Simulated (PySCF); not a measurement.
**C₃H₆BBrSi: NMR shifts at several levels of theory**

Aim: compute the NMR shifts of C₃H₆BBrSi (`C#CB(Br)C[SiH3]`) at several levels, and see how far they spread and what each costs.

Computed with PySCF 2.14.0, with density-fitted response routines of our own, on a single molecule in the gas phase. Atoms count from 0, in the outputs and in this text.

**1. The molecule as given**

12 atoms, charge 0, multiplicity 1; geometry from: PBE0-D3(BJ)/def2-SVP.

Bonds of the start (Å): C0–C1 1.22, C1–B2 1.52, B2–Br3 1.92, B2–C4 1.55, C4–Si5 1.90, C0–H6 1.08, C4–H7 1.10, C4–H8 1.10, Si5–H9 1.49, Si5–H10 1.49, Si5–H11 1.49.

**2. NMR shieldings: PBE0/pcSseg-1**

The job: settings as JSON, then the geometry in Å.

```
{"job": {"kind": "nmr", "xc": "PBE0", "basis": "pcSseg-1", "pop": false}, "charge": 0, "multiplicity": 1}
C     -3.648394     0.015758    -0.051232
C     -2.603903    -0.188658    -0.644140
B     -1.290159    -0.443024    -1.364104
Br    -1.185609     0.084718    -3.211984
C     -0.044145    -1.027047    -0.656749
Si     0.939256     0.382648     0.153550
H     -4.572265     0.196976     0.468992
H     -0.326686    -1.705562     0.164593
H      0.644041    -1.532942    -1.351469
H      0.081724     1.110022     1.135760
H      1.415000     1.342352    -0.885887
H      2.119384    -0.190258     0.869552
```

Method: GIAO PBE0/pcSseg-1 NMR shielding, non-relativistic, gas phase.

Run with:

```sh
$ OMP_NUM_THREADS=1 python probes_run.py task.json out
```

One launch serves the whole session: the jobs run in the order shown.

Output:

```text
coarse grid: 49296 points
cycle   1  E = -3005.4563033370  dE = -7.693e-01  |g| = 7.853e-01  |ddm| = 3.309e+00
cycle   2  E = -3005.4505245796  dE =  5.779e-03  |g| = 5.495e-01  |ddm| = 8.320e-01
cycle   3  E = -3005.4880970659  dE = -3.757e-02  |g| = 2.655e-01  |ddm| = 5.580e-01
cycle   4  E = -3005.5034706572  dE = -1.537e-02  |g| = 1.051e-01  |ddm| = 2.356e-01
cycle   5  E = -3005.5062405820  dE = -2.770e-03  |g| = 1.535e-02  |ddm| = 8.042e-02
cycle   6  E = -3005.5063020266  dE = -6.144e-05  |g| = 4.109e-03  |ddm| = 1.852e-02
cycle   7  E = -3005.5063065878  dE = -4.561e-06  |g| = 8.988e-04  |ddm| = 4.573e-03
final grid: 102064 points
cycle   8  E = -3005.5062703781  dE =  4.120e-08  |g| = 1.004e-03  |ddm| = 2.033e-03
cycle   9  E = -3005.5062701831  dE =  1.950e-07  |g| = 1.289e-03  |ddm| = 2.074e-03
cycle  10  E = -3005.5062706175  dE = -4.345e-07  |g| = 3.335e-04  |ddm| = 1.275e-03
cycle  11  E = -3005.5062706461  dE = -2.856e-08  |g| = 2.959e-05  |ddm| = 2.254e-04
cycle  12  E = -3005.5062706464  dE = -2.701e-10  |g| = 8.035e-06  |ddm| = 4.105e-05
converged SCF energy = -3005.5062706464

GIAO shielding tensors (ppm)
atom      isotropic    diamagn.    paramagn.     s11        s22        s33       span
  0 C       62.873     260.917    -198.045      6.878     22.335    159.405    152.527
  1 C       91.289     256.407    -165.118    -18.445     -6.745    299.056    317.501
  2 B       38.559     190.896    -152.337    -24.133     33.200    106.608    130.741
  3 Br    2049.922    3122.671   -1072.749   1316.102   2276.573   2557.092   1240.990
  4 C      161.905     257.799     -95.894    130.532    163.843    191.340     60.808
  5 Si     416.248     880.130    -463.882    384.563    402.493    461.687     77.124
  6 H       27.028      31.558      -4.530     23.845     24.333     32.906      9.062
  7 H       29.598      31.537      -1.939     25.933     27.667     35.196      9.263
  8 H       29.633      30.241      -0.608     25.392     29.311     34.196      8.804
  9 H       27.214      29.790      -2.576     23.649     26.174     31.819      8.170
 10 H       27.300      29.014      -1.713     23.429     26.894     31.577      8.148
 11 H       27.088      28.781      -1.693     24.007     24.483     32.774      8.767
```

Wall time 16 s (1 thread of Arm Neoverse V2, shared host); peak memory 0.9 GiB.

The references, computed at this level on geometries of the same kind, shield at (ppm): ¹H TMS 31.27, ¹³C TMS 184.4, ²⁹Si TMS 352.0, ¹¹B BF3·OEt2 100.7, ⁷⁹Br HBr 2584. Their shielding less the atom's gives the shift. The references are single molecules in the gas phase. Atoms listed in one row are averaged.

```tsv
atoms	environment	σ (ppm)	δ (ppm)	δ scaled to CDCl3
C0	terminal alkyne carbon	62.9	121.5	117.5
C1	alkyne carbon	91.3	93.1	89.9
C4	sp3 CH2 bonded to B and Si	161.9	22.5	21.3
H6	hydrogen on a terminal alkyne carbon	27.03	4.24	4.23
H9, H10, H11	hydrogen on a silicon bonded to C	27.20	4.07	–
H7, H8	hydrogen on an sp3 CH2 bonded to B and Si	29.62	1.65	1.78
B2	boron bonded to 2 C, Br	38.6	62.2	–
Br3	bromine bonded to B	2050	535	–
Si5	silicon bonded to C, 3 H	416.2	-64.3	–
```

The scaled column applies a straight-line fit of computed shieldings to shifts measured in CDCl3, with any fitted terms for Cl, Br or S neighbours (root-mean-square error 0.21 ppm for H, 2.0 ppm for C).

**3. Nuclear shieldings: mPW1PW91/pcSseg-1**

Same as in step 2 but for these lines:

```diff
@@ -1,2 +1,2 @@
-{"job": {"kind": "nmr", "xc": "PBE0", "basis": "pcSseg-1", "pop": false}, "charge": 0, "multiplicity": 1}
+{"job": {"kind": "nmr", "xc": "mPW1PW91", "basis": "pcSseg-1", "pop": false}, "charge": 0, "multiplicity": 1}
 C     -3.648394     0.015758    -0.051232
```

With the program's defaults for keys left out, this is: GIAO mPW1PW91/pcSseg-1 NMR shielding, non-relativistic, gas phase.

Output:

```text
coarse grid: 49296 points
cycle   1  E = -3006.2247815115  dE = -7.672e-01  |g| = 7.800e-01  |ddm| = 3.307e+00
cycle   2  E = -3006.2196055540  dE =  5.176e-03  |g| = 5.458e-01  |ddm| = 8.204e-01
cycle   3  E = -3006.2578588990  dE = -3.825e-02  |g| = 2.622e-01  |ddm| = 5.532e-01
cycle   4  E = -3006.2727634205  dE = -1.490e-02  |g| = 1.055e-01  |ddm| = 2.330e-01
cycle   5  E = -3006.2755660971  dE = -2.803e-03  |g| = 1.511e-02  |ddm| = 8.007e-02
cycle   6  E = -3006.2756253110  dE = -5.921e-05  |g| = 4.123e-03  |ddm| = 1.823e-02
cycle   7  E = -3006.2756298723  dE = -4.561e-06  |g| = 9.064e-04  |ddm| = 4.575e-03
final grid: 102064 points
cycle   8  E = -3006.2755790167  dE =  4.512e-08  |g| = 1.004e-03  |ddm| = 2.050e-03
cycle   9  E = -3006.2755787947  dE =  2.220e-07  |g| = 1.326e-03  |ddm| = 2.094e-03
cycle  10  E = -3006.2755792490  dE = -4.543e-07  |g| = 3.545e-04  |ddm| = 1.309e-03
cycle  11  E = -3006.2755792811  dE = -3.213e-08  |g| = 3.093e-05  |ddm| = 2.362e-04
cycle  12  E = -3006.2755792814  dE = -2.806e-10  |g| = 8.327e-06  |ddm| = 4.292e-05
converged SCF energy = -3006.2755792814

GIAO shielding tensors (ppm)
atom      isotropic    diamagn.    paramagn.     s11        s22        s33       span
  0 C       62.358     260.558    -198.200      5.982     21.572    159.520    153.538
  1 C       91.007     256.527    -165.520    -18.934     -7.197    299.152    318.087
  2 B       38.593     190.898    -152.305    -23.801     33.431    106.148    129.950
  3 Br    2051.861    3122.904   -1071.043   1317.405   2283.599   2554.580   1237.175
  4 C      161.197     257.878     -96.681    129.866    163.198    190.528     60.662
  5 Si     413.938     880.169    -466.231    382.908    400.404    458.503     75.594
  6 H       27.085      31.701      -4.616     23.910     24.387     32.958      9.048
  7 H       29.664      31.597      -1.933     26.019     27.747     35.226      9.208
  8 H       29.697      30.270      -0.573     25.466     29.399     34.228      8.762
  9 H       27.296      29.869      -2.573     23.736     26.263     31.889      8.153
 10 H       27.380      29.079      -1.700     23.515     26.981     31.643      8.128
 11 H       27.175      28.840      -1.665     24.103     24.572     32.849      8.746
```

It took 16 s on 1 thread of Arm Neoverse V2, shared host; peak memory 0.9 GiB.

In short: δ C0 121.2, C1 92.5, C4 22.3, B2 62.2, H6 4.23, H9 4.03 ppm (means over like atoms).

**4. NMR shieldings: WP04/pcSseg-1**

Same as in step 3 but for these lines:

```diff
@@ -1,2 +1,2 @@
-{"job": {"kind": "nmr", "xc": "mPW1PW91", "basis": "pcSseg-1", "pop": false}, "charge": 0, "multiplicity": 1}
+{"job": {"kind": "nmr", "xc": "WP04", "basis": "pcSseg-1", "pop": false}, "charge": 0, "multiplicity": 1}
 C     -3.648394     0.015758    -0.051232
```

With the program's defaults for keys left out, this is: GIAO WP04/pcSseg-1 NMR shielding, non-relativistic, gas phase.

Output:

```text
coarse grid: 49296 points
cycle   1  E = -3025.7305561588  dE = -8.017e-01  |g| = 7.163e-01  |ddm| = 3.347e+00
cycle   2  E = -3025.6802945992  dE =  5.026e-02  |g| = 7.376e-01  |ddm| = 1.288e+00
cycle   3  E = -3025.8053282611  dE = -1.250e-01  |g| = 2.966e-01  |ddm| = 8.121e-01
cycle   4  E = -3025.8198964963  dE = -1.457e-02  |g| = 1.843e-01  |ddm| = 2.932e-01
cycle   5  E = -3025.8284618686  dE = -8.565e-03  |g| = 2.336e-02  |ddm| = 1.246e-01
cycle   6  E = -3025.8285991054  dE = -1.372e-04  |g| = 6.715e-03  |ddm| = 3.027e-02
cycle   7  E = -3025.8286071436  dE = -8.038e-06  |g| = 1.564e-03  |ddm| = 5.937e-03
final grid: 102064 points
cycle   8  E = -3025.8285563942  dE =  7.243e-07  |g| = 2.203e-03  |ddm| = 4.188e-03
cycle   9  E = -3025.8285530074  dE =  3.387e-06  |g| = 4.055e-03  |ddm| = 5.818e-03
cycle  10  E = -3025.8285574973  dE = -4.490e-06  |g| = 1.243e-03  |ddm| = 3.850e-03
cycle  11  E = -3025.8285578877  dE = -3.904e-07  |g| = 1.154e-04  |ddm| = 7.936e-04
cycle  12  E = -3025.8285578908  dE = -3.109e-09  |g| = 1.264e-05  |ddm| = 1.304e-04
cycle  13  E = -3025.8285578909  dE = -4.184e-11  |g| = 3.416e-06  |ddm| = 1.457e-05
converged SCF energy = -3025.8285578909

GIAO shielding tensors (ppm)
atom      isotropic    diamagn.    paramagn.     s11        s22        s33       span
  0 C       59.646     260.599    -200.954      0.248     15.285    163.404    163.156
  1 C       85.633     255.756    -170.123    -23.510    -12.820    293.228    316.738
  2 B       32.098     192.755    -160.657    -27.787     28.019     96.064    123.851
  3 Br    2026.081    3129.401   -1103.320   1285.711   2318.786   2473.747   1188.035
  4 C      151.604     258.796    -107.192    121.819    154.388    178.604     56.785
  5 Si     396.289     882.379    -486.089    369.016    383.248    436.605     67.588
  6 H       27.674      32.620      -4.946     24.522     24.927     33.572      9.050
  7 H       30.079      32.302      -2.223     26.666     28.342     35.230      8.564
  8 H       30.103      30.493      -0.390     26.041     30.036     34.232      8.192
  9 H       28.132      31.281      -3.149     24.748     27.154     32.494      7.746
 10 H       28.199      30.199      -1.999     24.523     27.866     32.209      7.686
 11 H       28.021      29.788      -1.766     25.118     25.517     33.429      8.311
```

It took 16 s on 1 thread of Arm Neoverse V2, shared host; peak memory 0.9 GiB.

Key values: δ C0 112.8, C1 86.8, C4 20.8, B2 63.6, H6 3.89, H9 3.45 ppm (means over like atoms).

**5. Shielding tensors: B97-2/pcSseg-1**

Same as in step 4 but for these lines:

```diff
@@ -1,2 +1,2 @@
-{"job": {"kind": "nmr", "xc": "WP04", "basis": "pcSseg-1", "pop": false}, "charge": 0, "multiplicity": 1}
+{"job": {"kind": "nmr", "xc": "B97-2", "basis": "pcSseg-1", "pop": false}, "charge": 0, "multiplicity": 1}
 C     -3.648394     0.015758    -0.051232
```

Method: GIAO B97-2/pcSseg-1 NMR shielding, non-relativistic, gas phase.

Output:

```text
coarse grid: 49296 points
cycle   1  E = -3006.7037946863  dE = -7.834e-01  |g| = 7.253e-01  |ddm| = 3.302e+00
cycle   2  E = -3006.6936909057  dE =  1.010e-02  |g| = 5.228e-01  |ddm| = 8.476e-01
cycle   3  E = -3006.7331461464  dE = -3.946e-02  |g| = 2.815e-01  |ddm| = 5.849e-01
cycle   4  E = -3006.7504891643  dE = -1.734e-02  |g| = 1.151e-01  |ddm| = 2.506e-01
cycle   5  E = -3006.7539154763  dE = -3.426e-03  |g| = 1.454e-02  |ddm| = 8.750e-02
cycle   6  E = -3006.7539691321  dE = -5.366e-05  |g| = 4.792e-03  |ddm| = 1.924e-02
cycle   7  E = -3006.7539751250  dE = -5.993e-06  |g| = 8.915e-04  |ddm| = 5.214e-03
final grid: 102064 points
cycle   8  E = -3006.7539227187  dE =  4.114e-08  |g| = 9.995e-04  |ddm| = 2.036e-03
cycle   9  E = -3006.7539224671  dE =  2.516e-07  |g| = 1.361e-03  |ddm| = 2.139e-03
cycle  10  E = -3006.7539229365  dE = -4.693e-07  |g| = 3.773e-04  |ddm| = 1.364e-03
cycle  11  E = -3006.7539229733  dE = -3.683e-08  |g| = 3.330e-05  |ddm| = 2.534e-04
cycle  12  E = -3006.7539229736  dE = -3.292e-10  |g| = 9.249e-06  |ddm| = 4.818e-05
converged SCF energy = -3006.7539229736

GIAO shielding tensors (ppm)
atom      isotropic    diamagn.    paramagn.     s11        s22        s33       span
  0 C       66.802     260.494    -193.692     10.734     26.016    163.654    152.919
  1 C       93.524     255.987    -162.463    -13.872     -2.010    296.453    310.324
  2 B       41.971     191.400    -149.428    -17.742     37.427    106.229    123.971
  3 Br    2059.835    3123.961   -1064.126   1336.958   2294.835   2547.712   1210.754
  4 C      162.322     257.568     -95.247    132.662    163.658    190.645     57.983
  5 Si     419.653     880.307    -460.654    389.197    406.230    463.534     74.337
  6 H       27.209      31.854      -4.645     23.970     24.441     33.217      9.248
  7 H       29.751      31.672      -1.921     26.114     27.839     35.299      9.185
  8 H       29.789      30.307      -0.518     25.569     29.490     34.308      8.738
  9 H       27.409      30.081      -2.672     23.884     26.386     31.957      8.073
 10 H       27.490      29.272      -1.782     23.660     27.102     31.708      8.048
 11 H       27.285      29.019      -1.734     24.241     24.704     32.911      8.670
```

It took 16 s on 1 thread of Arm Neoverse V2, shared host; peak memory 0.9 GiB.

This run: δ C0 116.9, C1 90.2, C4 21.4, B2 59.9, H6 4.17, H9 3.98 ppm (means over like atoms).

**6. NMR shieldings: BHandHLYP/pcSseg-1**

Same as in step 5 but for these lines:

```diff
@@ -1,2 +1,2 @@
-{"job": {"kind": "nmr", "xc": "B97-2", "basis": "pcSseg-1", "pop": false}, "charge": 0, "multiplicity": 1}
+{"job": {"kind": "nmr", "xc": "BHandHLYP", "basis": "pcSseg-1", "pop": false}, "charge": 0, "multiplicity": 1}
 C     -3.648394     0.015758    -0.051232
```

Level: GIAO BHandHLYP/pcSseg-1 NMR shielding, non-relativistic, gas phase.

Output:

```text
coarse grid: 49296 points
cycle   1  E = -3005.9618129349  dE = -6.766e-01  |g| = 6.583e-01  |ddm| = 3.217e+00
cycle   2  E = -3005.9903930710  dE = -2.858e-02  |g| = 3.170e-01  |ddm| = 6.757e-01
cycle   3  E = -3006.0038872147  dE = -1.349e-02  |g| = 1.065e-01  |ddm| = 2.559e-01
cycle   4  E = -3006.0059386013  dE = -2.051e-03  |g| = 5.217e-02  |ddm| = 9.661e-02
cycle   5  E = -3006.0066157256  dE = -6.771e-04  |g| = 8.717e-03  |ddm| = 4.284e-02
cycle   6  E = -3006.0066388155  dE = -2.309e-05  |g| = 1.898e-03  |ddm| = 1.047e-02
cycle   7  E = -3006.0066400162  dE = -1.201e-06  |g| = 5.339e-04  |ddm| = 2.591e-03
final grid: 102064 points
cycle   8  E = -3006.0066154185  dE = -1.362e-07  |g| = 4.726e-04  |ddm| = 1.212e-03
cycle   9  E = -3006.0066154339  dE = -1.544e-08  |g| = 5.000e-04  |ddm| = 8.643e-04
cycle  10  E = -3006.0066155028  dE = -6.892e-08  |g| = 1.176e-04  |ddm| = 4.449e-04
cycle  11  E = -3006.0066155080  dE = -5.121e-09  |g| = 5.043e-05  |ddm| = 1.091e-04
cycle  12  E = -3006.0066155109  dE = -2.904e-09  |g| = 1.510e-05  |ddm| = 1.376e-04
cycle  13  E = -3006.0066155109  dE = -4.729e-11  |g| = 2.091e-06  |ddm| = 1.932e-05
converged SCF energy = -3006.0066155109

GIAO shielding tensors (ppm)
atom      isotropic    diamagn.    paramagn.     s11        s22        s33       span
  0 C       60.719     262.225    -201.505      2.516     20.971    158.671    156.155
  1 C       95.475     256.368    -160.892    -20.896     -5.395    312.718    333.614
  2 B       39.245     189.922    -150.676    -24.095     34.546    107.285    131.380
  3 Br    2146.241    3123.248    -977.007   1435.436   2419.318   2583.970   1148.534
  4 C      163.478     257.662     -94.184    134.181    163.998    192.255     58.075
  5 Si     421.431     878.829    -457.398    393.588    406.436    464.269     70.681
  6 H       27.116      31.372      -4.256     23.896     24.338     33.113      9.217
  7 H       30.009      31.840      -1.831     26.307     28.039     35.681      9.374
  8 H       30.026      30.434      -0.407     25.684     29.732     34.663      8.979
  9 H       27.553      30.091      -2.538     23.948     26.531     32.180      8.232
 10 H       27.626      29.261      -1.635     23.723     27.232     31.921      8.198
 11 H       27.461      29.012      -1.550     24.333     24.846     33.205      8.872
```

Run time: 17 s. Hardware: 1 thread of Arm Neoverse V2, shared host; peak memory 0.9 GiB.

In short: δ C0 123.3, C1 88.5, C4 20.5, B2 65.3, H6 4.33, H9 3.90 ppm (means over like atoms).

**7. NMR shieldings: CAM-B3LYP/pcSseg-1**

Same as in step 6 but for these lines:

```diff
@@ -1,2 +1,2 @@
-{"job": {"kind": "nmr", "xc": "BHandHLYP", "basis": "pcSseg-1", "pop": false}, "charge": 0, "multiplicity": 1}
+{"job": {"kind": "nmr", "xc": "CAM-B3LYP", "basis": "pcSseg-1", "pop": false}, "charge": 0, "multiplicity": 1}
 C     -3.648394     0.015758    -0.051232
```

With the program's defaults for keys left out, this is: GIAO CAM-B3LYP/pcSseg-1 NMR shielding, non-relativistic, gas phase.

Output:

```text
coarse grid: 49296 points
cycle   1  E = -3006.1115203667  dE = -6.849e-01  |g| = 7.832e-01  |ddm| = 3.225e+00
cycle   2  E = -3006.1382439042  dE = -2.672e-02  |g| = 4.175e-01  |ddm| = 7.116e-01
cycle   3  E = -3006.1588194979  dE = -2.058e-02  |g| = 1.152e-01  |ddm| = 2.873e-01
cycle   4  E = -3006.1609444929  dE = -2.125e-03  |g| = 5.817e-02  |ddm| = 1.041e-01
cycle   5  E = -3006.1617622034  dE = -8.177e-04  |g| = 8.820e-03  |ddm| = 4.360e-02
cycle   6  E = -3006.1617845692  dE = -2.237e-05  |g| = 2.470e-03  |ddm| = 1.190e-02
cycle   7  E = -3006.1617862956  dE = -1.726e-06  |g| = 7.591e-04  |ddm| = 3.768e-03
final grid: 102064 points
cycle   8  E = -3006.1617544641  dE = -8.044e-08  |g| = 7.299e-04  |ddm| = 1.488e-03
cycle   9  E = -3006.1617544471  dE =  1.703e-08  |g| = 7.936e-04  |ddm| = 1.300e-03
cycle  10  E = -3006.1617546148  dE = -1.677e-07  |g| = 1.459e-04  |ddm| = 6.893e-04
cycle  11  E = -3006.1617546203  dE = -5.473e-09  |g| = 3.157e-05  |ddm| = 9.984e-05
cycle  12  E = -3006.1617546213  dE = -1.055e-09  |g| = 1.948e-05  |ddm| = 7.584e-05
cycle  13  E = -3006.1617546215  dE = -1.473e-10  |g| = 2.714e-06  |ddm| = 2.896e-05
converged SCF energy = -3006.1617546215

GIAO shielding tensors (ppm)
atom      isotropic    diamagn.    paramagn.     s11        s22        s33       span
  0 C       59.902     260.761    -200.859      0.969     18.396    160.341    159.372
  1 C       90.498     256.954    -166.456    -24.991    -10.738    307.223    332.214
  2 B       32.390     190.773    -158.383    -34.110     25.837    105.444    139.554
  3 Br    2065.693    3122.956   -1057.263   1322.519   2331.100   2543.459   1220.941
  4 C      160.791     257.322     -96.531    130.660    161.443    190.270     59.610
  5 Si     409.880     879.749    -469.868    379.127    394.660    455.854     76.727
  6 H       27.171      31.398      -4.226     23.966     24.431     33.117      9.150
  7 H       29.844      31.744      -1.901     26.261     27.952     35.317      9.056
  8 H       29.863      30.402      -0.539     25.656     29.608     34.326      8.670
  9 H       27.358      30.006      -2.649     23.813     26.344     31.916      8.103
 10 H       27.441      29.192      -1.751     23.598     27.046     31.679      8.081
 11 H       27.256      28.880      -1.623     24.182     24.686     32.901      8.718
```

Run time: 25 s. Hardware: 1 thread of Arm Neoverse V2, shared host; peak memory 0.95 GiB.

This run: δ C0 122.5, C1 91.9, C4 21.7, B2 67.0, H6 4.16, H9 3.98 ppm (means over like atoms).

**8. NMR shieldings: wB97X-D/pcSseg-1**

Same as in step 7 but for these lines:

```diff
@@ -1,2 +1,2 @@
-{"job": {"kind": "nmr", "xc": "CAM-B3LYP", "basis": "pcSseg-1", "pop": false}, "charge": 0, "multiplicity": 1}
+{"job": {"kind": "nmr", "xc": "wB97X-D", "basis": "pcSseg-1", "pop": false}, "charge": 0, "multiplicity": 1}
 C     -3.648394     0.015758    -0.051232
```

With the program's defaults for keys left out, this is: GIAO wB97X-D/pcSseg-1 NMR shielding, non-relativistic, gas phase.

Output:

```text
coarse grid: 49296 points
cycle   1  E = -3006.0746115603  dE = -6.672e-01  |g| = 7.477e-01  |ddm| = 3.226e+00
cycle   2  E = -3006.1075138685  dE = -3.290e-02  |g| = 3.550e-01  |ddm| = 6.485e-01
cycle   3  E = -3006.1222322367  dE = -1.472e-02  |g| = 8.254e-02  |ddm| = 2.384e-01
cycle   4  E = -3006.1232658666  dE = -1.034e-03  |g| = 4.093e-02  |ddm| = 8.083e-02
cycle   5  E = -3006.1236726851  dE = -4.068e-04  |g| = 7.803e-03  |ddm| = 3.352e-02
cycle   6  E = -3006.1236936001  dE = -2.092e-05  |g| = 1.998e-03  |ddm| = 1.522e-02
cycle   7  E = -3006.1236949779  dE = -1.378e-06  |g| = 5.560e-04  |ddm| = 3.878e-03
final grid: 102064 points
cycle   8  E = -3006.1236145173  dE = -1.197e-06  |g| = 7.847e-04  |ddm| = 2.695e-03
cycle   9  E = -3006.1236145862  dE = -6.885e-08  |g| = 5.935e-04  |ddm| = 1.022e-03
cycle  10  E = -3006.1236146609  dE = -7.474e-08  |g| = 1.078e-04  |ddm| = 4.426e-04
cycle  11  E = -3006.1236146649  dE = -4.045e-09  |g| = 6.949e-05  |ddm| = 1.330e-04
cycle  12  E = -3006.1236146671  dE = -2.144e-09  |g| = 2.454e-05  |ddm| = 8.361e-05
cycle  13  E = -3006.1236146674  dE = -3.588e-10  |g| = 8.051e-06  |ddm| = 3.614e-05
converged SCF energy = -3006.1236146674

GIAO shielding tensors (ppm)
atom      isotropic    diamagn.    paramagn.     s11        s22        s33       span
  0 C       62.981     261.197    -198.216      4.014     20.577    164.352    160.338
  1 C       94.074     256.706    -162.632    -18.561     -4.519    305.303    323.864
  2 B       39.903     190.830    -150.927    -23.006     34.788    107.927    130.933
  3 Br    2107.606    3123.058   -1015.452   1397.626   2363.839   2561.352   1163.726
  4 C      164.110     258.679     -94.569    134.936    164.520    192.875     57.939
  5 Si     416.789     879.920    -463.131    387.122    402.536    460.709     73.587
  6 H       27.199      31.380      -4.181     23.915     24.367     33.314      9.399
  7 H       29.879      31.880      -2.001     26.209     27.892     35.537      9.328
  8 H       29.901      30.479      -0.578     25.611     29.574     34.519      8.909
  9 H       27.347      29.953      -2.606     23.758     26.311     31.973      8.215
 10 H       27.428      29.144      -1.716     23.531     27.027     31.727      8.196
 11 H       27.257      28.874      -1.617     24.147     24.652     32.972      8.825
```

Run time: 25 s. Hardware: 1 thread of Arm Neoverse V2, shared host; peak memory 0.93 GiB.

In short: δ C0 121.6, C1 90.5, C4 20.4, B2 61.7, H6 4.18, H9 4.04 ppm (means over like atoms).

[end of part 1 of 2]
